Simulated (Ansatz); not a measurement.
# AlFGeH6O: the cost of one run

Method: RKS PBE-D4/def2-SVP, in Ansatz 0.2.0.

## Step 1: The structure to begin with

Bond lengths: Ge1–F2 2.030 Å, Ge1–H3 1.550 Å, Ge1–H4 1.549 Å, Ge1–H5 1.549 Å, Ge1–O6 2.070 Å, O6–Al7 1.780 Å, Al7–H8 1.560 Å, Al7–H9 1.560 Å. Angles: F2–Ge1–H3 109.5°, F2–Ge1–H4 109.5°, F2–Ge1–H5 109.5°, F2–Ge1–O6 71.6°, H3–Ge1–H4 109.5°, H3–Ge1–H5 109.5°, H3–Ge1–O6 178.9°, H4–Ge1–H5 109.5°, H4–Ge1–O6 70.0°, H5–Ge1–O6 70.0°, Ge1–O6–Al7 125.0°, O6–Al7–H8 120.0°, O6–Al7–H9 120.0°, H8–Al7–H9 120.0°.

Coordinates:

```xyz
10

Ge    0.0000    0.0000    0.0000
F     0.0000    0.0000    2.0300
H     1.4616    0.0000   -0.5162
H    -0.7300    1.2648   -0.5162
H    -0.7300   -1.2648   -0.5162
O    -1.9644    0.0000    0.6527
Al   -3.2781   -0.9643   -0.0632
H    -3.0090   -2.4314   -0.5204
H    -4.6987   -0.3425   -0.2335
H    -1.1899    0.0000    1.7453
```

## Step 2: Pulling towards end A

Springs on the bonds that form and break draw the guess towards this end; the thresholds are loose.

Input file input.yaml:

```yaml
crystal:
  periodic: [false, false, false]
  atoms:
    - { symbol: Ge, position_ang: [0.0, 0.0, 0.0] }
    - { symbol: F, position_ang: [0.0, 0.0, 2.03] }
    - { symbol: H, position_ang: [1.4616, 0.0, -0.5162] }
    - { symbol: H, position_ang: [-0.73, 1.2648, -0.5162] }
    - { symbol: H, position_ang: [-0.73, -1.2648, -0.5162] }
    - { symbol: O, position_ang: [-1.9644, 0.0, 0.6527] }
    - { symbol: Al, position_ang: [-3.2781, -0.9643, -0.0632] }
    - { symbol: H, position_ang: [-3.009, -2.4314, -0.5204] }
    - { symbol: H, position_ang: [-4.6987, -0.3425, -0.2335] }
    - { symbol: H, position_ang: [-1.1899, 0.0, 1.7453] }
basis:
  gaussian: { orbitals: def2-SVP }
hamiltonian:
  xc: pbe
  dispersion: d4
relax:
  f_tol: 0.15
  max_steps: 25
  restrain:
    - { distance: [0, 5], at: 2.97, k: 30.0 }
    - { distance: [9, 1], at: 2.12, k: 30.0 }
    - { distance: [0, 1], at: 1.68, k: 30.0 }
    - { distance: [9, 5], at: 1.01, k: 30.0 }
```

Started as:

```
$ ansatz run input.yaml --threads 4 --pin off --max-ram 5120MiB --backend cpu --events-out ev --progress --plain --runs-dir out
```

What time and memory should one allow on 4 threads of Arm Neoverse V1, shared host?

About 16 s, with a peak of 0.16 GiB.
